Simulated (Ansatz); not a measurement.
Crystal: MnPt2.

```xyz
3
Lattice="2.8584 0.0000 0.0000 -1.4292 2.4755 0.0000 0.0000 0.0000 6.5325" Properties=species:S:1:pos:R:3 pbc="T T T"
Pt    1.4292    0.8252    2.0656
Pt    0.0000    1.6503    4.4669
Mn    0.0000    0.0000    0.0000
```

The cell comes from a database or a generator and needn't be the stable form of this composition.

Base run:

```yaml
Program: Ansatz 0.2.0
Functional: PBEsol
Potentials_or_basis: Ansatz PAW
Cutoff: "420 eV (not typed: the program's choice for these potentials)"
k_mesh: 11 × 11 × 4
Occupations: fermi-dirac, width 0.05 eV
Spin: no spin polarisation
```

Its results: band gap on the k mesh none (metal or under the smearing width); pressure -25.8 GPa; largest force 0.378 eV/Å.

Question: The run is repeated on the same cell with these changes: spin from no spin polarisation to collinear spin, random start. What comes out?

Answer: Band gap on the k mesh none (metal or under the smearing width); pressure -9.2 GPa; net moment 4.51 μB per cell; site moments Pt +0.30; Mn +3.71 μB; largest force 0.026 eV/Å.

Caveats: the PAW data sets come from PBE, with cores solved anew for the run's functional, which leaves a small shift of forces and pressure.
